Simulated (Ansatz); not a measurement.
# Sn3Te (Pm-3m) in Ansatz: convergence with wavefunction cutoff

Aim: find how far wavefunction cutoff must go before the results for Sn3Te settle, at LDA. This setting moves, with any that are tied to it; all else stays.

All numbers are computed with Ansatz 0.2.0; they aren't measurements. Logs are shortened: lines on timing, memory, paths and dates and some standing lists are left out, and cuts for length are marked.

### Step 1. Starting point

Symmetry: Pm-3m, No. 221, cubic system. The conventional cell has a = 4.866 Å, b = 4.866 Å, c = 4.866 Å, α = 90.00°, β = 90.00°, γ = 90.00°. Te (site symmetry m-3m) is surrounded by 12 Sn at 3.44 Å. Sn (site symmetry 4/mmm) is surrounded by 4 Te at 3.44 Å and 8 Sn at 3.44 Å.

The cell comes from a database or a generator and needn't be the stable form of this composition.

### Step 2. With wavefunction cutoff 400 eV

Contents of input.yaml:

```yaml
crystal:
  lattice:
    - [4.865622, 0.0, 0.0]
    - [0.0, 4.865622, 0.0]
    - [0.0, 0.0, 4.865622]
  atoms:
    - { symbol: Te, position: [0.0, 0.0, 0.0] }
    - { symbol: Sn, position: [0.0, 0.5, 0.5] }
    - { symbol: Sn, position: [0.5, 0.0, 0.5] }
    - { symbol: Sn, position: [0.5, 0.5, 0.0] }
hamiltonian:
  xc: lda
  pseudopotentials: { kind: nc_fr, accuracy: standard, xc_functional: pbe }
magnetization:
  noncollinear: true
  spin_orbit: true
kpoints:
  mp_grid: { grid: [5, 5, 5] }
scf:
  occupations: { method: gaussian, width: 0.05 }
output:
  forces: true
  stress: true
  eigenvalues: true
basis:
  ecutwfc: "400 eV"
```

Potentials or basis: PseudoDojo standard (PBE files).

Run with:

```bash
$ ansatz run input.yaml --threads 2 --pin off --max-ram 5632MiB --backend cpu --events-out ev --progress --plain --runs-dir out
```

Wall time 4.8 s (2 threads of Arm Neoverse V2, shared host); peak memory 0.48 GiB.

Results:

```yaml
Free_energy: -9005.2884 eV
Pressure: -4.1 GPa
Band_gap_on_the_k_mesh: none (metal or under the smearing width)
```

### Step 3. With wavefunction cutoff 500 eV

input.yaml: that of step 2 with these lines changed.

```diff
@@ -25,2 +25,2 @@
 basis:
-  ecutwfc: "400 eV"
+  ecutwfc: "500 eV"
```

Potentials or basis: PseudoDojo standard (PBE files).

Run with:

```bash
$ ansatz run input.yaml --threads 2 --pin off --max-ram 5632MiB --backend cpu --events-out ev --progress --plain --runs-dir out
```

Run time: 6.5 s. Hardware: 2 threads of Arm Neoverse V2, shared host; peak memory 0.57 GiB.

Results:

| Item | Value |
| --- | --- |
| Free energy | -9169.3684 eV |
| Pressure | -4.4 GPa |
| Band gap on the k mesh | none (metal or under the smearing width) |

### Step 4. With wavefunction cutoff 600 eV

input.yaml: that of step 3 with these lines changed.

```diff
@@ -25,2 +25,2 @@
 basis:
-  ecutwfc: "500 eV"
+  ecutwfc: "600 eV"
```

Run with:

```bash
$ ansatz run input.yaml --threads 2 --pin off --max-ram 5632MiB --backend cpu --events-out ev --progress --plain --runs-dir out
```

Run time: 8 s. Hardware: 2 threads of Arm Neoverse V2, shared host; peak memory 0.66 GiB.

Results:

```yaml
Free_energy: -9230.5510 eV
Pressure: -2.6 GPa
Band_gap_on_the_k_mesh: none (metal or under the smearing width)
```

### Step 5. With wavefunction cutoff 700 eV

input.yaml: that of step 4 with these lines changed.

```diff
@@ -25,2 +25,2 @@
 basis:
-  ecutwfc: "600 eV"
+  ecutwfc: "700 eV"
```

Run with:

```bash
$ ansatz run input.yaml --threads 2 --pin off --max-ram 5632MiB --backend cpu --events-out ev --progress --plain --runs-dir out
```

It took 11 s on 2 threads of Arm Neoverse V2, shared host; peak memory 0.79 GiB.

Results:

```yaml
Free_energy: -9248.0616 eV
Pressure: -2.8 GPa
Band_gap_on_the_k_mesh: none (metal or under the smearing width)
```

### Step 6. With wavefunction cutoff 850 eV

input.yaml: that of step 5 with these lines changed.

```diff
@@ -25,2 +25,2 @@
 basis:
-  ecutwfc: "700 eV"
+  ecutwfc: "850 eV"
```

Potentials or basis: PseudoDojo standard (PBE files).

Run with:

```bash
$ ansatz run input.yaml --threads 2 --pin off --max-ram 5632MiB --backend cpu --events-out ev --progress --plain --runs-dir out
```

Wall time 13 s (2 threads of Arm Neoverse V2, shared host); peak memory 0.96 GiB.

It converged, with:

| Item | Value |
| --- | --- |
| Free energy | -9252.0669 eV |
| Pressure | -2.7 GPa |
| Band gap on the k mesh | none (metal or under the smearing width) |

### Step 7. With wavefunction cutoff 1000 eV

input.yaml: that of step 6 with these lines changed.

```diff
@@ -25,2 +25,2 @@
 basis:
-  ecutwfc: "850 eV"
+  ecutwfc: "1000 eV"
```

Run with:

```bash
$ ansatz run input.yaml --threads 2 --pin off --max-ram 5632MiB --backend cpu --events-out ev --progress --plain --runs-dir out
```

Wall time 17 s (2 threads of Arm Neoverse V2, shared host); peak memory 1.2 GiB.

Results (log left out):

- Free energy: -9252.2199 eV
- Pressure: -2.7 GPa
- Band gap on the k mesh: none (metal or under the smearing width)

### Step 8. With wavefunction cutoff 1200 eV

input.yaml: that of step 7 with these lines changed.

```diff
@@ -25,2 +25,2 @@
 basis:
-  ecutwfc: "1000 eV"
+  ecutwfc: "1200 eV"
```

Run with:

```bash
$ ansatz run input.yaml --threads 2 --pin off --max-ram 5632MiB --backend cpu --events-out ev --progress --plain --runs-dir out
```

It took 23 s on 2 threads of Arm Neoverse V2, shared host; peak memory 1.5 GiB.

Results (log left out):

- Free energy: -9252.2213 eV
- Pressure: -2.7 GPa
- Band gap on the k mesh: none (metal or under the smearing width)

### Step 9. With wavefunction cutoff 1400 eV

input.yaml: that of step 8 with these lines changed.

```diff
@@ -25,2 +25,2 @@
 basis:
-  ecutwfc: "1200 eV"
+  ecutwfc: "1400 eV"
```

Potentials or basis: PseudoDojo standard (PBE files).

Run with:

```bash
$ ansatz run input.yaml --threads 2 --pin off --max-ram 5632MiB --backend cpu --events-out ev --progress --plain --runs-dir out
```

Wall time 28 s (2 threads of Arm Neoverse V2, shared host); peak memory 1.6 GiB.

Results (log left out):

```
Free energy            : -9252.2220 eV
Pressure               : -2.7 GPa
Band gap on the k mesh : none (metal or under the smearing width)
```

### Step 10. With wavefunction cutoff 1700 eV

input.yaml: that of step 9 with these lines changed.

```diff
@@ -25,2 +25,2 @@
 basis:
-  ecutwfc: "1400 eV"
+  ecutwfc: "1700 eV"
```

Potentials or basis: PseudoDojo standard (PBE files).

Run with:

```bash
$ ansatz run input.yaml --threads 2 --pin off --max-ram 5632MiB --backend cpu --events-out ev --progress --plain --runs-dir out
```

Output:

```text
Warning: RAYON_NUM_THREADS=2 ignored (pool sized by the plan → 2); use --threads N
Engine: ansatz 0.2.0, aarch64-unknown-linux-gnu
Pseudopotentials: kind: nc_fr
Pseudopotential: Te, nc_fr, valence charge 16, recommended cutoff 1088.45545 eV (normal), Te.nc_fr.azcp (PseudoDojo's, or run here from an input of PseudoDojo's; its table is named by hamiltonian.pseudopotentials.accuracy)
Pseudopotential: Sn, nc_fr, valence charge 14, recommended cutoff 979.609905 eV (normal), Sn.nc_fr.azcp (PseudoDojo's, or run here from an input of PseudoDojo's; its table is named by hamiltonian.pseudopotentials.accuracy)
Functional definition: SPW92
  exchange = slater_x
  correlation = pw_c
non-collinear run that drives no moment, with spin-orbit: no starting moment large enough to seed its density (crystal.atoms[].spin), no starting occupations that ask for one, no magnetisation constraint and no magnetic field, so the semilocal B_xc is pinned to zero
Crystal: 4 atoms, lattice volume = 115.190 Å³
Basis set: ecut = 1700 eV, 18325 PW (Γ)
Bands: 70, of which v1, the nominal top of the filled ones, is band 58 counted from 1 (57 counted from 0)
Symmetry: 48 space group operations + 48 with time reversal
Magnetic group: BNS 221.93 (UNI 1595), of the structure as read, at distance tolerance 4.9e-5 Å
k-points: 10 of 125
Projection manifold: j_resolved (fully-relativistic pseudo-atomic orbitals)
Non-local potential: Te, projectors of the file, l = 0: 2, l = 1: 4, l = 2: 4, l = 3: 4
Non-local potential: Sn, projectors of the file, l = 0: 2, l = 1: 4, l = 2: 4, l = 3: 4
Initial density: superposition of atomic densities (chi_scale 0.1, normalization cell, long waves kept (reshape's long-wave potential 0.00 eV rms))
Initial wavefunctions: pseudopotential atomic-orbital guess
Functional: x = slater, c = lda
SCF iter   1: F=—  HF=-9252.401064 eV  |F-HF|=—  |Δ(HF+E_count)|=         —  Δρ=1.95e-2  dr2=4.38e-1  dr2_m=0.00e0 (ungated)  ethr=3.10e-3  |M|=0.00e0 ∫|m|=0.00e0 μB  |m|>n=0.0e0 m-floor=0.0e0 τ_xc=0.0e0  β_m=0.30  ⟨swp⟩=8.5  Hψ=1632  notcnv=0  defer=4
preconditioner: auto → Kerker (q_TF=auto, 2.433 Å⁻¹)  [metal: Δε(μ)=0.034 eV  Ē_g=17.160 eV  σ=0.050 eV  W_gap=0.37  n_scr=26 (ndim 8)  ℏωp=24.0 eV  f_vac=0.000  D(μ)=7.98/eV (n_scr^D=80)]
spin=Noncollinear: Kerker preconditioning applied to the charge; magnetization (m_x, m_y, m_z) channels mix plain (no charge-response kernel on spin).
[... 14 lines left out ...]
  site 3: m = (+0.0000, +0.0000, +0.0000) μB, |m| = 0.0000 μB  (R = 1.42 Å)
Free energy (F): -9252.222981 eV
Harris-Foulkes:  -9252.222981 eV  (|F-HF|=8.57e-9)
Internal energy: -9252.218290 eV  (E = F + TS)
E sigma→0 (E₀):  -9252.220635 eV
Entropy (-TS):   -0.004691 eV (-1.173 meV/atom)
Fermi energy:    10.377751 eV
--- Per-component energies (eV) ---
  E_band       = -494.062806
  E_kinetic    = 5340.184203
  E_local      = -4519.185392  (includes V_loc(G=0)·N_el)
  E_nonlocal   = -3963.436902
  E_hartree    = 2038.827300
  E_xc         = -2432.940457
  E_vxc        = -1429.271094  (∫ρ·V_xc dr)
  E_ewald      = -5715.667041
  E_smearing   = -0.004691  (= −TS)
  E_closure    = -0.000000  (closes the sum)
  Σ components = -9252.222981   (vs F -9252.222981, Δ=0.00e0)
--- Forces (eV/Å), atoms counted from 1 ---
  atom   1  Te    -0.00000000    -0.00000000     0.00000000
  atom   2  Sn     0.00000000     0.00000000    -0.00000000
  atom   3  Sn     0.00000000    -0.00000000    -0.00000000
  atom   4  Sn     0.00000000    -0.00000000    -0.00000000
  max |Σ_I F_I| component: 1.65e-27 eV/Å
--- Stress (GPa, compression-positive) ---
       -2.670524       0.000000       0.000000
        0.000000      -2.670524       0.000000
       -0.000000       0.000000      -2.670524
  P = ⅓ Tr σ = -2.6705 GPa (-26.705 kbar)
--- Band table (eV; the first three rows and the last of 10) ---
  k-point 0: bands = ["-27.1224", "-27.1224", "-27.1224", "-27.1224", "-25.6695", "-25.6695", "-25.6694", "-25.6694", "-25.6694", "-25.6694", "-11.6362", "-11.6362", "-11.6350", "-11.6350", "-11.6350", "-11.6350", "-11.6053", "-11.6053", "-11.6053", "-11.6053", "-11.5764", "-11.5764", "-10.6312", "-10.6312", "-10.6294", "-10.6294", "-10.6294", "-10.6294", "-10.5961", "-10.5961", "-10.5961", "-10.5961", "-10.5691", "-10.5691", "-10.5677", "-10.5677", "-10.5008", "-10.5008", "-10.5008", "-10.5008", "-1.9282", "-1.9282", "2.3123", "2.3123", "5.2060", "5.2060", "5.2060", "5.2060", "6.0555", "6.0555", "6.3280", "6.3280", "6.3280", "6.3280", "10.6052", "10.6052", "10.8881", "10.8881", "10.8882", "10.8882", "12.1952", "12.1952", "12.1952", "12.1952", "12.4849", "12.4849", "15.0514", "15.0514", "15.2898", "15.2898"]
  k-point 1: bands = ["-27.1224", "-27.1224", "-27.1224", "-27.1224", "-25.6695", "-25.6695", "-25.6694", "-25.6694", "-25.6694", "-25.6694", "-11.6354", "-11.6354", "-11.6333", "-11.6333", "-11.6327", "-11.6327", "-11.6055", "-11.6055", "-11.6028", "-11.6028", "-11.5778", "-11.5778", "-10.6288", "-10.6288", "-10.6265", "-10.6265", "-10.6234", "-10.6234", "-10.5944", "-10.5944", "-10.5932", "-10.5932", "-10.5740", "-10.5740", "-10.5673", "-10.5673", "-10.5118", "-10.5118", "-10.5078", "-10.5078", "-1.7621", "-1.7621", "1.9897", "1.9897", "4.1746", "4.1746", "5.3038", "5.3038", "6.3740", "6.3740", "6.5943", "6.5943", "7.9795", "7.9795", "10.1450", "10.1450", "10.2317", "10.2317", "10.4012", "10.4012", "11.2898", "11.2898", "11.8608", "11.8608", "12.2575", "12.2575", "14.9806", "14.9806", "15.5345", "15.5345"]
  k-point 2: bands = ["-27.1224", "-27.1224", "-27.1224", "-27.1224", "-25.6696", "-25.6696", "-25.6694", "-25.6694", "-25.6693", "-25.6693", "-11.6347", "-11.6347", "-11.6296", "-11.6296", "-11.6294", "-11.6294", "-11.6061", "-11.6061", "-11.5960", "-11.5960", "-11.5823", "-11.5823", "-10.6278", "-10.6278", "-10.6187", "-10.6187", "-10.6107", "-10.6107", "-10.5890", "-10.5890", "-10.5878", "-10.5878", "-10.5826", "-10.5826", "-10.5631", "-10.5631", "-10.5358", "-10.5358", "-10.5219", "-10.5219", "-1.4067", "-1.4067", "1.2469", "1.2469", "3.7771", "3.7771", "5.4849", "5.4849", "6.9498", "6.9498", "7.3201", "7.3201", "8.8737", "8.8737", "8.9437", "8.9437", "9.1708", "9.1708", "10.2587", "10.2587", "11.0463", "11.0463", "12.3126", "12.3126", "12.7941", "12.7941", "13.3440", "13.3440", "14.1789", "14.1789"]
  k-point 9: bands = ["-27.1223", "-27.1223", "-27.1223", "-27.1223", "-25.6696", "-25.6696", "-25.6692", "-25.6692", "-25.6692", "-25.6692", "-11.6404", "-11.6404", "-11.6400", "-11.6400", "-11.6158", "-11.6158", "-11.6026", "-11.6026", "-11.6015", "-11.6015", "-11.5775", "-11.5775", "-10.6460", "-10.6460", "-10.6085", "-10.6085", "-10.6059", "-10.6059", "-10.6017", "-10.6017", "-10.5824", "-10.5824", "-10.5682", "-10.5682", "-10.5637", "-10.5637", "-10.5294", "-10.5294", "-10.5294", "-10.5294", "-0.7671", "-0.7671", "2.7487", "2.7487", "3.4587", "3.4587", "3.4697", "3.4697", "5.5787", "5.5787", "5.7338", "5.7338", "5.9752", "5.9752", "6.9713", "6.9713", "12.0862", "12.0862", "12.8111", "12.8111", "13.0313", "13.0313", "14.3997", "14.3997", "14.4044", "14.4044", "15.1455", "15.1455", "15.3338", "15.3338"]
```

Run time: 41 s. Hardware: 2 threads of Arm Neoverse V2, shared host; peak memory 2.2 GiB.

What came out:

- Free energy: -9252.2230 eV
- Pressure: -2.7 GPa
- Band gap on the k mesh: none (metal or under the smearing width)

### Step 11. Result

```csv
wavefunction cutoff,"energy less the tightest run, at zero smearing (meV/atom)",pressure (GPa),SCF cycles,CPU time (s),peak memory (GiB)
400 eV,61733.40,-4.14,8,9.5,0.48
500 eV,20713.41,-4.36,7,13,0.57
600 eV,5417.90,-2.64,8,16,0.66
700 eV,1040.32,-2.76,8,21,0.79
850 eV,39.02,-2.68,8,26,0.96
1000 eV,0.77,-2.67,8,34,1.2
1200 eV,0.42,-2.67,8,46,1.5
1400 eV,0.25,-2.67,8,56,1.6
1700 eV,0.00,-2.67,8,80,2.2
```

Against the tightest run, the energy stays within 1 meV/atom from 1000 eV on; the pressure stays within 0.1 GPa from 600 eV on. The tightest run that finished is the yardstick and may itself not be fully converged.

Caveats: the potentials were made for another functional, which shifts forces and pressure.
